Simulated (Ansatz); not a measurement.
# AlBrFH3 (built from SMILES F.[AlH2][Br]): Born-Oppenheimer dynamics

Aim: follow the atoms for 60 steps of 0.5 fs with a Nosé-Hoover thermostat, with velocities drawn for 700 K, and see to which side of the barrier the system falls.

Computed with Ansatz 0.2.0, Gaussian basis. Level: revPBE-D4/pcseg-2.

### Step 1. The starting structure

The start, a first-order saddle point found at PBE0-D4 in triple zeta: 6 atoms, charge 0, spin multiplicity 1.

Atoms are counted from 1 here; the program's logs count them from 0.

Bond lengths: Al1–Br2 2.579 Å, Al1–H3 1.573 Å, Al1–H4 1.573 Å, Al1–F6 1.775 Å, Br2–H5 1.590 Å. Angles: Br2–Al1–H3 107.8°, Br2–Al1–H4 107.8°, Br2–Al1–F6 76.3°, H3–Al1–H4 127.7°, H3–Al1–F6 112.4°, H4–Al1–F6 112.4°, Al1–Br2–H5 55.2°.

Geometry (Å):

```xyz
6
charge 0, multiplicity 1
Al   -0.4650    0.3393   -0.4070
Br    1.7912   -0.8642   -0.0710
H    -1.3818   -0.5920   -1.2821
H    -0.1679    1.8695   -0.6170
H     0.7057   -0.6366    1.0681
F    -0.4821   -0.1159    1.3089
```

### Step 2. The run

md/in.yaml

```yaml
crystal:
  periodic: [false, false, false]
  atoms:
    - {symbol: Al, position_ang: [-0.464993, 0.339317, -0.406999]}
    - {symbol: Br, position_ang: [1.791179, -0.864206, -0.070965]}
    - {symbol: H, position_ang: [-1.381817, -0.591998, -1.282121]}
    - {symbol: H, position_ang: [-0.167858, 1.869468, -0.617042]}
    - {symbol: H, position_ang: [0.705670, -0.636610, 1.068141]}
    - {symbol: F, position_ang: [-0.482082, -0.115871, 1.308886]}
basis:
  gaussian: {orbitals: pcseg-2}
hamiltonian: {xc: {name: revPBE}, dispersion: d4}
md: {n_steps: 60, timestep: 0.5, temperature: 700, ensemble: nvt_nose_hoover, seed: 405, initial_velocities: maxwell_boltzmann}
```

Launch:

```
$ ansatz run in.yaml --threads 2 --pin off --events-out ev --progress --plain --max-ram 4352MiB
```

Before running it: what results should come out? Wanted: temperature at the start; mean temperature, second half; lowest and highest potential energy, from the first frame; largest change of potential + kinetic.

The runs gave:

| quantity | value |
| --- | --- |
| length | 60 steps, 30.0 fs |
| temperature at the start | 700 K |
| mean temperature, second half | 384 K |
| lowest and highest potential energy, from the first frame | 0 and 298 meV |
| largest change of potential + kinetic | 8.9 meV |

What this shows: By the last frame it has moved towards the side where Al1–F6, Br2–H5 form. The thermostat trades energy with the molecule, so the sum of potential and kinetic energy isn't conserved: it changes by +9 meV over the run. The mean temperature of the second half is still well below the 700 K set. The temperature runs between 125 and 700 K.
